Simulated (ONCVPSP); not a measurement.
# Pseudopotential generation for F: ONCV, PBEsol

Do these settings give a usable potential? It is generated, then checked for transferability, scattering, ghosts and hardness.

Method: ONCVPSP 4.0.1, PBEsol, scalar-relativistic.

### Step 1. Settings

The settings as typed:

| Quantity | Value |
| --- | --- |
| element | fluorine (F, Z = 9) |
| type | optimised norm-conserving Vanderbilt (ONCV) |
| frozen core | [He] |
| valence charge | 7 |
| reference configuration | 2s2 2p5 |
| partial waves | 2s: rc 0.80 bohr, ncon 4, nbas 8, qcut 9.8 1/bohr, 1 projector; 2p: rc 1.85 bohr, ncon 4, nbas 8, qcut 7.6 1/bohr, 2 projectors, debl 0.3 Ha |
| local potential | polynomial inside 0.50 bohr (lpopt 5, dvloc0 0 Ha) |
| core correction | Teter function, fcfact 1.75, rcfact 1.1 |

The nodes and maxima of the atom's own shells, from an earlier all-electron run, set the scale for the radii.

All-electron outer shells of the reference configuration (PBEsol, scalar-relativistic, ld1.x):

```tsv
shell	level (eV)	outermost node (bohr)	outermost maximum (bohr)
1s	-661.16	–	0.11
2s	-29.72	0.24	0.76
2p	-11.05	–	0.71
```

### Step 2. Generation

Contents of F.dat:

```
# ATOM AND REFERENCE CONFIGURATION
# atsym  z   nc   nv     iexc    psfile
  F 9.00    1    2  -116133      upf
#
#   n    l    f
    1    0    2.00
    2    0    2.00
    2    1    5.00
#
# PSEUDOPOTENTIAL AND OPTIMIZATION
# lmax
    1
#
#   l,   rc,      ep,       ncon, nbas, qcut
    0    0.80    0.00    4    8    9.80
    1    1.85    0.00    4    8    7.60
#
# LOCAL POTENTIAL
# lloc, lpopt,  rc(5),   dvloc0
    4    5    0.50    0.00
#
# VANDERBILT-KLEINMAN-BYLANDER PROJECTORs
# l, nproj, debl
    0    1    0.60
    1    2    0.30
#
# MODEL CORE CHARGE
# icmod, fcfact, rcfact
    3    1.75    1.10
#
# LOG DERIVATIVE ANALYSIS
# epsh1, epsh2, depsh
   -3.00    5.00    0.02
#
# OUTPUT GRID
# rlmax, drl
    6.00    0.01
#
# TEST CONFIGURATIONS
# ncnf
    4
# nvcnf
#   n    l    f
    2
    2    0    2.00
    2    1    4.00
#
    2
    2    0    2.00
    2    1    3.00
#
    2
    2    0    2.00
    2    1    2.00
#
    2
    2    0    2.00
    2    1    4.50
#
```

Started as:

```
$ oncvpsp.x < F.dat > F.out
```

Q: Predict the outcome of this session. Wanted: cutoffs for 1 and 0.1 mHa per electron, occupied waves; bound ghosts; GHOST(+) flags; largest test error; largest phase difference near zero energy, channels read; rms error of d²Exc/dn², without and with the model core; projector energies reset by the program.

As calculated:

| quantity | value |
| --- | --- |
| cutoffs for 1 and 0.1 mHa per electron, occupied waves | 47 Ha and 214 Ha |
| bound ghosts | none found |
| GHOST(+) flags | none at low energy |
| largest test error (AE − PS) | +3102 meV, for 2s2 2p2 |
| largest phase difference near zero energy, channels read | 0.002 rad |
| rms error of d²Exc/dn², without and with the model core | 0.99 and 0.95 mHa |
| projector energies reset by the program | p: -0.406, 0.250 Ha |

The worst unpolarised test, 2s2 2p2, is off by 3102 meV on 118.1 eV; by total energies transferability rates as poor. That test lies far up in energy; among those under 40 eV, nearer to bonding, the largest error is 134 meV. By its cutoff, 47 Ha for the looser tolerance, it is hard. The tighter tolerance needs 214 Ha, and converged work needs a cutoff nearer that. At the looser tolerance the 2s wave is the slowest; 2p needs 21 Ha. It is free of bound ghosts as far as tested. Near zero energy the phases of the channels with partial waves agree within 0.002 rad. These are tests on the free atom; a crystal test is still owed.
